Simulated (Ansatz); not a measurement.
# SiGeH3 (doublet): from Hartree-Fock to the top rungs at distance Si1–Ge2 = 2.121 Å, cc-pVTZ

An exercise on one series of results from a longer session: the logs are not shown, and one member is left open.

The runs use Ansatz 0.2.0, Gaussian basis; cc-pVTZ, core rule «outside noble gas», up to 19 orbitals frozen.

Plan: UHF; CCSD(T) on ROHF; CCSD(T) on UHF; BCCD(T) on ROHF; CCSDT(Q) on ROHF; CCSDT(Q) on UHF; CASSCF and NEVPT2, 3 electrons in 3 orbitals.

### The system

The geometry derives from a PBE0/def2-TZVP stationary point (not a proven minimum). One bond is set to the value named and the two fragments are kept rigid. No spin-orbit coupling is included. The filled d shell of Ge may be among the frozen orbitals whatever the setting's name suggests.

5 atoms, charge 0, spin multiplicity 2.

Atoms are counted from 1 here; the program's logs count them from 0.

Bond lengths: Si1–Ge2 2.121 Å, Si1–H3 1.524 Å, Ge2–H4 1.547 Å, Ge2–H5 1.546 Å. Angles: Ge2–Si1–H3 89.7°, Si1–Ge2–H4 127.4°, Si1–Ge2–H5 123.9°, H4–Ge2–H5 106.5°.

The first run:

Contents of in.yaml:

```yaml
crystal:
  periodic: [false, false, false]
  atoms:
    - {symbol: Si, position_ang: [-0.026511, 0.084431, 1.541339]}
    - {symbol: Ge, position_ang: [0.011844, -0.012964, -0.577076]}
    - {symbol: H, position_ang: [0.236732, -1.415684, 1.607325]}
    - {symbol: H, position_ang: [-0.327672, -1.230966, -1.469118]}
    - {symbol: H, position_ang: [-0.023915, 1.228332, -1.497884]}
basis:
  gaussian: {orbitals: cc-pVTZ}
magnetization: {spin_polarized: true, initial_magnetization: 1}
hamiltonian: {xc: hf}
output: {orbitals: {seedname: orbitals}}
```

On the command line:

```bash
$ ansatz run in.yaml --threads 1 --pin off --events-out ev --progress --plain --max-ram 2560MiB --backend cpu
```

Among the steps run: UHF; CCSD(T) on ROHF; CCSD(T) on UHF; BCCD(T) on ROHF; CCSDT(Q) on ROHF; CCSDT(Q) on UHF; CASSCF and NEVPT2, 3 electrons in 3 orbitals.

One table of the session follows, with a row left open; its other results are not shown here.

| method | from UCCSDT(Q) (kJ/mol) |
| --- | --- |
| ROHF | +695.0 |
| UHF | +675.6 |
| RMP2 | +137.4 |
| UMP2 | +146.4 |
| RCCSD | +33.5 |
| UCCSD | +33.1 |
| RCCSD(T) | +6.2 |
| UCCSD(T) | +6.6 |
| BCCD(T) | +6.1 |
| RCCSDT | +1.7 |
| UCCSDT | +1.6 |
| RCCSDT(Q) | +0.2 |
| UCCSDT(Q) | 0 |
| CASSCF pair | +648.0 |
| NEVPT2 pair | ? |

**Question.** Estimate the row for NEVPT2 pair.

**Answer.** from UCCSDT(Q) (kJ/mol): +136.6. In the column «from UCCSDT(Q) (kJ/mol)» it lies between RCCSD (+33.5) and RMP2 (+137.4).

To keep in mind: Restricted and unrestricted rows rest on different reference determinants; a gap between their highest levels can come from leftover correlation error, from unlike frozen cores or from another state.
